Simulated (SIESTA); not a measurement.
# Cs in SIESTA: convergence with k mesh

Input of the first run (k mesh 2 × 2 × 1); the others differ in this setting and in those tied to it:

File Cs.fdf:

```
SystemName                      Cs
SystemLabel                     Cs
NumberOfSpecies                 1
NumberOfAtoms                   3
%block ChemicalSpeciesLabel
  1  55 Cs
%endblock ChemicalSpeciesLabel

LatticeConstant                 1.0 Ang
%block LatticeVectors
     5.5837899523     0.0000000000     0.0000000000
    -2.7918949762     4.8357039481     0.0000000000
     0.0000000000     0.0000000000    24.1182908094
%endblock LatticeVectors
AtomicCoordinatesFormat         Fractional
%block AtomicCoordinatesAndAtomicSpecies
     0.6666666667     0.3333333333     0.3109673094  1  Cs
     0.3333333333     0.6666666667     0.5000000000  1  Cs
     0.0000000000     0.0000000000     0.6890326906  1  Cs
%endblock AtomicCoordinatesAndAtomicSpecies

%block kgrid.MonkhorstPack
    2   0   0  0.0
    0   2   0  0.0
    0   0   1  0.0
%endblock kgrid.MonkhorstPack
XC.Functional                   LDA
XC.Authors                      PW92
PAO.BasisSize                   DZP
PAO.EnergyShift                 0.003 Ry
Mesh.Cutoff                     500 Ry
OccupationFunction              FD
ElectronicTemperature           0.05 eV
Slab.DipoleCorrection           vacuum
MaxSCFIterations                120
SCF.MustConverge                false
SCF.Mixer.Method                Pulay
SCF.Mixer.Weight                0.25
SCF.Mixer.History               8
SCF.DM.Tolerance                5.0e-05
SCF.H.Tolerance                 1.0e-03 eV
WriteForces                     true
Charge.Mulliken                 end
%block PAO.Basis
  Cs 5
  n=5 0 2
    4.696 0.000
  n=6 0 2
    9.500 0.000
  n=5 1 2
    5.749 0.000
  n=6 1 1
    9.500
  n=5 2 1
    7.000
%endblock PAO.Basis
```

Potentials or basis: PseudoDojo 0.4 standard (LDA files), DZP (energy shift 0.003 Ry; two zetas on semicore shells; d shell added on Cs).

Run with:

```console
$ siesta Cs.fdf > Cs.out 2>&1
```

The slab is cut from a database's or a generator's crystal, which needn't be the stable form of the element.

Hardware: 1 thread of Intel(R) Xeon(R) Processor @ 2.50GHz (Skylake/Cascade Lake), with other jobs on the host.

Question: The values tried are 2 × 2 × 1, 3 × 3 × 1, 4 × 4 × 1, 5 × 5 × 1, 6 × 6 × 1, 8 × 8 × 1, loosest first. From which on does the largest force stay within 0.005 eV/Å of the tightest run that finished?

Answer: From 6 × 6 × 1 on.

```tsv
k mesh	energy less the tightest run, at zero smearing (meV/atom)	largest force (eV/Å)	SCF cycles	CPU time (s)	peak memory (GiB)
2 × 2 × 1	110.19	0.124	11	70	0.55
3 × 3 × 1	-28.06	0.120	10	78	0.55
4 × 4 × 1	22.14	0.102	10	78	0.55
5 × 5 × 1	-6.46	0.083	10	76	0.55
6 × 6 × 1	-4.46	0.094	10	80	0.55
8 × 8 × 1	0.00	0.097	10	76	0.55
```

Not settled before the last step: the energy (to 1 meV/atom). Meshes of other sizes hit other points, so gaps and Fermi surfaces needn't settle smoothly. The tightest run that finished is the yardstick and may itself not be fully converged.

Caveat, for the tightest run too: the basis of atomic orbitals isn't converged, which shifts pressures, moduli and gaps. The run has no spin-orbit coupling, so splittings on Cs are missing.
